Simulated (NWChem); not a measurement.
# BrCl (bromine chloride): BP86/aug-cc-pVDZ (density fitting with ahlrichs coulomb fitting)

Aim: the electronic atomisation energy of BrCl (bromine chloride) at BP86/aug-cc-pVDZ (density fitting with ahlrichs coulomb fitting), from 3 runs. 

Program for the calculation: NWChem 7.3.0.

2 further runs of the same task are left out: 2 that didn't finish.

## Step 1: The system as given

BrCl has 2 atoms, charge 0, and is taken as a singlet. As SMILES, `ClBr`. Geometry: the measured bond length.

Bond lengths: Cl1–Br2 2.136 Å.

## Step 2: The energy at BP86/aug-cc-pVDZ (density fitting with ahlrichs coulomb fitting)

Contents of brcl.nw:

```
start brcl
memory stack 880 mb heap 220 mb global 1100 mb

geometry noautosym nocenter noautoz
 Cl     0.000000     0.000000     0.000000
 Br     0.000000     0.000000     2.136065
end

basis spherical bse
 * library aug-cc-pVDZ
end

basis "cd basis" spherical
 * library "ahlrichs coulomb fitting"
end

dft
 xc becke88 perdew86
 grid fine
 convergence energy 1e-08
 iterations 100
 mulliken
 print low
end

task dft
```

Command:

```sh
nwchem brcl.nw > brcl.out
```

Log:

```text
[...]
 d= 0,ls=0.0,diis     1  -3034.6019390393 -3.18D+03  8.86D-03  3.71D-01     2.8
[...]
 d= 0,ls=0.0,diis    10  -3034.6315619702 -2.64D-10  9.16D-08  5.64D-11     5.1
         Total DFT energy =    -3034.631561970241
      One electron energy =    -4509.264317171761
           Coulomb energy =     1447.048946278927
    Exchange-Corr. energy =     -119.818289400642
 Nuclear repulsion energy =      147.402098323235
[...]
      Total Density - Mulliken Population Analysis
     ---------------------------------------------
    Atom       Charge   Shell Charges
 -----------   ------   -------------------------------------------------------
    1 Cl  17    17.19   2.00  2.04  0.98  0.96  0.04  6.01  3.02  2.00  0.06  0.03  0.05
    2 Br  35    34.81   2.00  2.00  2.04  1.13  0.80  0.01  6.00  6.01  2.65  2.07  0.06  9.94  0.11  0.00
[...]
```

Wall time 5.7 s (1 thread of AMD EPYC 9R45 (Zen 5), shared host); peak memory 0.12 GiB.

## Step 3: The Br atom

Contents of nw.nw:

```
start nw
title "bromine chloride"
memory stack 880 mb heap 220 mb global 1100 mb
geometry units bohr noautosym nocenter noautoz
 Br     0.00000000     0.00000000     0.00000000
end
basis spherical bse
 * library aug-cc-pVDZ
end
basis "cd basis" spherical
 * library "ahlrichs coulomb fitting"
end
dft
 xc becke88 perdew86
 mult 2
 grid fine
 convergence energy 1e-08
 maxiter 100
 mulliken
 print low
end
task dft energy
```

Run the same way, it converges to -2574.35648 Eh (log not shown).

## Step 4: The Cl atom, same level

Contents of sp.nw:

```
start sp
title "Cl energy"
memory stack 880 mb heap 220 mb global 1100 mb

geometry units angstroms noautosym nocenter noautoz
  Cl    0.000000    0.000000    0.000000
end

basis spherical bse
  * library aug-cc-pVDZ
end

basis "cd basis" spherical
  * library "ahlrichs coulomb fitting"
end

dft
  xc becke88 perdew86
  mult 2
  grid fine
  convergence energy 1e-08
  iterations 100
  mulliken
  noprint "final vectors analysis"
end

task dft energy
```

Run the same way, it converges to -460.18468 Eh (log not shown).

## Step 5: Summary of results

Level: BP86/aug-cc-pVDZ (density fitting with ahlrichs coulomb fitting).

```
                     quantity           value
       molecule: total energy  -3034.63156 Eh
        Br atom: total energy  -2574.35648 Eh
                Br atom: ⟨S²⟩           0.751
        Cl atom: total energy   -460.18468 Eh
                Cl atom: ⟨S²⟩           0.752
electronic atomisation energy        2.460 eV
```

In words: Taking the molecule apart into free atoms costs 2.46 eV (57 kcal/mol), before zero-point energy and without spin-orbit coupling.
